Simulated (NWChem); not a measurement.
**SiNH2Cl2 (SMILES [NH][SiH](Cl)Cl) at 3 levels**

We compute a comparison of 3 runs (UHF/def2-SVP, UPBE0/def2-SVP, USVWN5/6-311+G**) of SiNH2Cl2. 

Program for the calculation: NWChem 7.3.0.

## (1) The structure to begin with

SiNH2Cl2 has 6 atoms, charge 0, and is taken as a doublet. As SMILES, `[NH][SiH](Cl)Cl`. The shape is that of a PBE0-D4/def2-TZVP optimisation. This is one conformer, not always the lowest.

Bond lengths: N1–Si2 1.734 Å, Si2–Cl3 2.043 Å, Si2–Cl4 2.043 Å, N1–H5 1.023 Å, Si2–H6 1.469 Å. Angles: N1–Si2–Cl3 109.1°, N1–Si2–Cl4 109.2°, Cl3–Si2–Cl4 110.5°, N1–Si2–H6 110.8°, Cl3–Si2–H6 108.6°, Cl4–Si2–H6 108.6°, Si2–N1–H5 113.3°.

## (2) Energy and forces at UHF/def2-SVP (run 1)

Input file job.nw:

```
start job
title "Cl2H2NSi"
memory total 2200 mb

geometry units atomic noautosym nocenter noautoz
  N      2.65260856    -0.40723598    -0.30915919
  Si    -0.45542400     0.07917952     0.60622414
  Cl    -1.72399714     3.38487743    -0.93069012
  Cl    -2.61235739    -2.88617871    -0.59942113
  H      2.87351755    -0.54480804    -2.22401868
  H     -0.65460113     0.25303433     3.36975963
end

basis spherical bse
  * library def2-SVP
end

scf
  doublet
  uhf
  thresh 1e-08
  maxiter 80
end

task scf gradient
```

Launch:

```
$ nwchem job.nw > job.out
```

What it wrote:

```text
[...]
  functions       =    78
[...]
  wavefunction    = UHF
[...]
         Total SCF energy =  -1263.200203218627
      One electron energy =  -2273.721609436461
      Two electron energy =    745.715218421426
 Nuclear repulsion energy =    264.806187796408
                       Sz =      0.5000
                 Sz(Sz+1) =      0.7500
                      S^2 =      0.7571
[...]
                         UHF ENERGY GRADIENTS
    atom               coordinates                        gradient
                 x          y          z           x          y          z
   1 N       2.652609  -0.407236  -0.309159   -0.003561   0.001229   0.012692
   2 Si     -0.455424   0.079180   0.606224   -0.000924  -0.000649  -0.014208
   3 Cl     -1.723997   3.384877  -0.930690    0.002236  -0.005210   0.003253
   4 Cl     -2.612357  -2.886179  -0.599421    0.003621   0.004701   0.002735
   5 H       2.873518  -0.544808  -2.224019   -0.001389  -0.000296  -0.008750
   6 H      -0.654601   0.253034   3.369760    0.000018   0.000225   0.004278
[...]
```

Wall time 9 s (1 thread of AMD EPYC 9R45 (Zen 5), shared host); peak memory 0.1 GiB.

## (3) Energy and gradient at UPBE0/def2-SVP (run 2)

Input file run.py:

```python
from ase import Atoms
from ase.calculators.nwchem import NWChem

system = Atoms(['N', 'Si', 'Cl', 'Cl', 'H', 'H'], positions=[
    [1.403700, -0.215500, -0.163600],
    [-0.241000, 0.041900, 0.320800],
    [-0.912300, 1.791200, -0.492500],
    [-1.382400, -1.527300, -0.317200],
    [1.520600, -0.288300, -1.176900],
    [-0.346400, 0.133900, 1.783200],
])

calc = NWChem(
    label='cl2h2nsi',
    theory='dft',
    memory='2200 mb',
    basis='def2-SVP',
    basispar='spherical bse',
    dft={'xc': 'pbe0', 'mult': '2', 'grid': 'xfine', 'convergence': 'energy 1e-08', 'iterations': '100', 'mulliken': None},
)
system.calc = calc

forces = system.get_forces()
e = system.get_potential_energy()
print(f"E = {e:.6f} eV")
print("forces (eV/A):")
for s, f in zip(system.symbols, forces):
    print(f"{s:2s} {f[0]:10.5f} {f[1]:10.5f} {f[2]:10.5f}")
```

Launch:

```
$ export ASE_NWCHEM_COMMAND="nwchem PREFIX.nwi > PREFIX.nwo"
$ python run.py
```

What it wrote:

```text
E = -34422.008948 eV
forces (eV/A):
N     0.25197   -0.02854    0.12233
Si    0.02540    0.01100    0.27716
Cl   -0.10994    0.28873   -0.15447
Cl   -0.18795   -0.26153   -0.12557
H     0.03857   -0.01897   -0.24513
H    -0.01800    0.00926    0.12568
```

The calculator wrote cl2h2nsi.nwi:

```
title "cl2h2nsi"

permanent_dir cl2h2nsi

scratch_dir cl2h2nsi

start cl2h2nsi

geometry units angstrom nocenter noautosym noautoz
  N  1.4036999999999999e+00 -2.1550000000000000e-01 -1.6360000000000000e-01
  Si -2.4099999999999999e-01 4.1900000000000000e-02 3.2079999999999997e-01
  Cl -9.1230000000000000e-01 1.7911999999999999e+00 -4.9249999999999999e-01
  Cl -1.3824000000000001e+00 -1.5273000000000001e+00 -3.1719999999999998e-01
  H  1.5206000000000000e+00 -2.8830000000000000e-01 -1.1769000000000001e+00
  H  -3.4639999999999999e-01 1.3389999999999999e-01 1.7831999999999999e+00
end

memory 2200 mb

basis spherical bse noprint
   * library def2-SVP
end

dft
  xc pbe0
  mult 2
  grid xfine
  convergence energy 1e-08
  iterations 100
  mulliken
end

task dft gradient
```

cl2h2nsi.nwo:

```text
Northwest Computational Chemistry Package (NWChem) 7.3.0
             --------------------------------------------------------

           Job information
           ---------------

    nwchem branch   = 7.3.0
    use scalapack   = T
    input           = cl2h2nsi.nwi
    prefix          = cl2h2nsi.
    data base       = cl2h2nsi/cl2h2nsi.db
    status          = startup
    nproc           =        1

           Memory information
           ------------------

[... 5 lines left out ...]
    hardfail = no
[... 121 lines left out ...]
          Convergence on energy requested:  1.00D-08
[... 29 lines left out ...]
          total energy or number of iterations.
[... 91 lines left out ...]
      One electron energy =    -2274.399148642955
[... 1251 lines left out ...]
          Convergence on energy requested:  1.00D-08
[... 29 lines left out ...]
          total energy or number of iterations.
[... 37 lines left out ...]
                 ----------------------------------------
                 |  Time  |  1-e(secs)   |  2-e(secs)   |
                 ----------------------------------------
                 |  CPU   |       0.00   |       1.27   |
                 ----------------------------------------
                 |  WALL  |       0.00   |       1.27   |
                 ----------------------------------------

 Task  times  cpu:       19.8s     wall:       19.8s
 Total times  cpu:       19.8s     wall:       19.8s
```

Run time: 21 s. Hardware: 1 thread of AMD EPYC 9R45 (Zen 5), shared host; peak memory 0.14 GiB.

## (4) Energy and gradient at USVWN5/6-311+G(d,p) (run 3)

Input file work.nw:

```
start work
memory stack 880 mb heap 220 mb global 1100 mb

geometry units angstroms noautosym nocenter noautoz
N        1.403700      -0.215500      -0.163600
Si      -0.241000       0.041900       0.320800
Cl      -0.912300       1.791200      -0.492500
Cl      -1.382400      -1.527300      -0.317200
H        1.520600      -0.288300      -1.176900
H       -0.346400       0.133900       1.783200
end

basis spherical bse
N library 6-311+G**
Si library 6-311+G**
Cl library 6-311+G**
H library 6-311+G**
end

dft
xc slater vwn_5
mult 2
grid fine
convergence energy 1e-08
maxiter 100
mulliken
print medium
end

task dft gradient
```

Launch:

```
$ nwchem work.nw > work.out
```

What it wrote:

```text
[...]
          Wavefunction type:  spin polarized.
          No. of atoms     :     6
          No. of electrons :    57
[...]
          Charge           :     0
          Spin multiplicity:     2
[...]
          AO basis - number of functions:   124
[...]
              XC Information
              --------------
                        Slater Exchange Functional  1.000 local
                      VWN V Correlation Functional  1.000 local
[...]
 d= 0,ls=0.0,diis     1  -1261.2699310572 -1.53D+03  6.58D-03  1.99D+00     2.0
[...]
 d= 0,ls=0.0,diis    12  -1261.3753702478 -2.44D-09  2.64D-07  5.71D-10    18.0
[...]
         Total DFT energy =    -1261.375370247776
      One electron energy =    -2274.087820739919
           Coulomb energy =      828.262705879926
    Exchange-Corr. energy =      -80.356462077294
 Nuclear repulsion energy =      264.806206689511
[...]
      <S2> =      0.7526 (Exact =     0.7500)
[...]
  wavefunction    = open shell
                         DFT ENERGY GRADIENTS
    atom               coordinates                        gradient
                 x          y          z           x          y          z
   1 N       2.652608  -0.407236  -0.309159    0.007784  -0.001693  -0.010667
   2 Si     -0.455424   0.079180   0.606224   -0.009461   0.001421   0.001336
   3 Cl     -1.723997   3.384877  -0.930690    0.000963  -0.002785   0.001570
   4 Cl     -2.612357  -2.886179  -0.599421    0.001730   0.002553   0.001284
   5 H       2.873517  -0.544808  -2.224019   -0.002239   0.000911   0.010836
   6 H      -0.654601   0.253034   3.369759    0.001223  -0.000406  -0.004360
[...]
```

Wall time 25 s (1 thread of AMD EPYC 9R45 (Zen 5), shared host); peak memory 0.12 GiB.

## (5) The series

| run | level | iteration cap | module | energy (Eh) | dipole moment (D) | HOMO energy (eV) | LUMO energy (eV) | wall time |
| --- | --- | --- | --- | --- | --- | --- | --- | --- |
| 1 | UHF/def2-SVP | 80 | scf | -1263.200203 | 0.54 | -12.04 | 1.39 | 9 s |
| 2 | UPBE0/def2-SVP | 100 | dft | -1264.985507 | 0.58 | -8.41 | -3.95 | 21 s |
| 3 | USVWN5/6-311+G** | 100 | dft | -1261.375370 | 0.43 | -7.28 | -6.34 | 25 s |

## (6) What came out

| quantity | value |
| --- | --- |
| run 3: total energy | -1261.37537 Eh |
| run 3: dipole moment | 0.43 D |
| run 3: HOMO energy (highest over α and β) | -7.28 eV |
| run 3: LUMO energy (lowest over α and β) | -6.34 eV |
| run 3: ⟨S²⟩ | 0.753 |
| run 3: largest force on an atom | 0.685 eV/Å |

What this shows: The dipole moment (its size) runs from 0.43 D (USVWN5/6-311+G**) to 0.58 D (UPBE0/def2-SVP). The two ends differ in method and basis. Totals of different functionals can't be ranked against each other. All runs together took 55 s, the longest 25 s.
